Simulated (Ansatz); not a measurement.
# CH₇GeSi radical: up Jacob's ladder to CCSD(T)

The task here is to estimate one member of a computed series from the others.

The runs use Ansatz 0.2.0, Gaussian basis; functionals in def2-TZVPP, the program's frozen cores in correlated methods.

Plan: LDA (SPW92), PBE-D4, revPBE-D4, BLYP-D4, r2SCAN-D4, B97M-V, PBE0-D4, B3LYP-D4, r2SCANh-D4, r2SCAN0-D4, HSE06-D4, BHLYP-D4, CAM-B3LYP-D4, LC-ωPBE, ωB97X-V, ωB97M-V, B2PLYP, PBE-QIDH; CCSD(T)/def2-SVP; CCSD(T)/def2-TZVPP.

## The relaxed structure

All runs share one geometry, relaxed beforehand with PBE0-D4 in a triple-zeta def2 set.

SMILES `[SiH2][CH2][GeH3]`, 10 atoms, charge 0, spin multiplicity 2.

Atoms are counted from 1 here; the program's logs count them from 0.

Bond lengths: Si1–C2 1.868 Å, Si1–H4 1.491 Å, Si1–H5 1.491 Å, C2–Ge3 1.967 Å, C2–H6 1.093 Å, C2–H7 1.093 Å, Ge3–H8 1.541 Å, Ge3–H9 1.538 Å, Ge3–H10 1.538 Å. Angles: C2–Si1–H4 111.1°, C2–Si1–H5 111.1°, H4–Si1–H5 109.3°, Si1–C2–Ge3 112.7°, Si1–C2–H6 110.1°, Si1–C2–H7 110.1°, Ge3–C2–H6 108.1°, Ge3–C2–H7 108.1°, H6–C2–H7 107.6°, C2–Ge3–H8 110.3°, C2–Ge3–H9 109.6°, C2–Ge3–H10 109.6°, H8–Ge3–H9 109.1°, H8–Ge3–H10 109.1°, H9–Ge3–H10 109.1°.

Geometry (Å):

| atom | x (Å) | y (Å) | z (Å) |
| --- | --- | --- | --- |
| Si1 | -1.0860 | 0.3557 | -1.4731 |
| C2 | 0.3225 | -0.5700 | -0.6672 |
| Ge3 | 0.6099 | -0.0375 | 1.2042 |
| H4 | -2.3722 | 0.0993 | -0.7634 |
| H5 | -0.8197 | 1.8226 | -1.4967 |
| H6 | 0.1255 | -1.6449 | -0.6878 |
| H7 | 1.2505 | -0.3933 | -1.2170 |
| H8 | 1.7842 | -0.8298 | 1.8115 |
| H9 | -0.6616 | -0.3181 | 2.0219 |
| H10 | 0.9303 | 1.4649 | 1.2703 |

The first run:

The input, in.yaml:

```yaml
crystal:
  periodic: [false, false, false]
  atoms:
    - {symbol: Si, position_ang: [-1.086050, 0.355669, -1.473063]}
    - {symbol: C, position_ang: [0.322452, -0.569985, -0.667159]}
    - {symbol: Ge, position_ang: [0.609944, -0.037512, 1.204196]}
    - {symbol: H, position_ang: [-2.372171, 0.099281, -0.763393]}
    - {symbol: H, position_ang: [-0.819702, 1.822617, -1.496677]}
    - {symbol: H, position_ang: [0.125528, -1.644940, -0.687791]}
    - {symbol: H, position_ang: [1.250475, -0.393329, -1.216976]}
    - {symbol: H, position_ang: [1.784172, -0.829846, 1.811511]}
    - {symbol: H, position_ang: [-0.661619, -0.318068, 2.021910]}
    - {symbol: H, position_ang: [0.930271, 1.464915, 1.270343]}
basis:
  gaussian: {orbitals: def2-TZVPP}
magnetization: {spin_polarized: true, initial_magnetization: 1}
hamiltonian: {xc: lda}
output: {orbitals: {seedname: orbitals}}
```

Launch:

```sh
> ansatz run in.yaml --threads 2 --pin off --events-out ev --progress --plain --max-ram 32768MiB --backend cpu
```

Among the steps run: LDA; PBE-D4 (GGA); revPBE-D4 (GGA); BLYP-D4 (GGA); r2SCAN-D4 (meta-GGA); B97M-V (meta-GGA); B3LYP-D4 (hybrid); r2SCANh-D4 (hybrid); r2SCAN0-D4 (hybrid); HSE06-D4 (hybrid); BHLYP-D4 (hybrid); CAM-B3LYP-D4 (range-separated); LC-ωPBE (range-separated); ωB97X-V (range-separated); ωB97M-V (range-separated); B2PLYP (double hybrid); PBE-QIDH (double hybrid).

One table of the session follows, with a row left open; its other results are not shown here.

It belongs to the step «Frontier levels by functional». 

```
  functional  HOMO (eV)  LUMO (eV)  gap (eV)
 LDA (SPW92)      -4.75      -3.58      1.17
      PBE-D4      -4.79      -3.14      1.65
   revPBE-D4      -4.78      -3.00      1.78
     BLYP-D4      -4.57      -3.18      1.39
   r2SCAN-D4      -5.12      -2.68      2.43
      B97M-V      -4.87      -3.39      1.48
     PBE0-D4      -5.85      -2.23      3.62
    B3LYP-D4      -5.57      -2.63      2.94
  r2SCANh-D4      -5.50      -2.39      3.11
  r2SCAN0-D4      -6.08      -1.96      4.12
    HSE06-D4          ?          ?         ?
    BHLYP-D4      -6.71      -1.46      5.26
CAM-B3LYP-D4      -7.01      -1.37      5.64
     LC-ωPBE      -8.44       0.05      8.49
     ωB97X-V      -7.93      -0.51      7.42
     ωB97M-V      -7.57      -0.65      6.92
```

Q: Estimate the row for HSE06-D4 from the others.

As computed: HOMO (eV): -5.46; LUMO (eV): -2.61; gap (eV): 2.84. In the column «HOMO (eV)» it lies between r2SCANh-D4 (-5.50) and r2SCAN-D4 (-5.12).
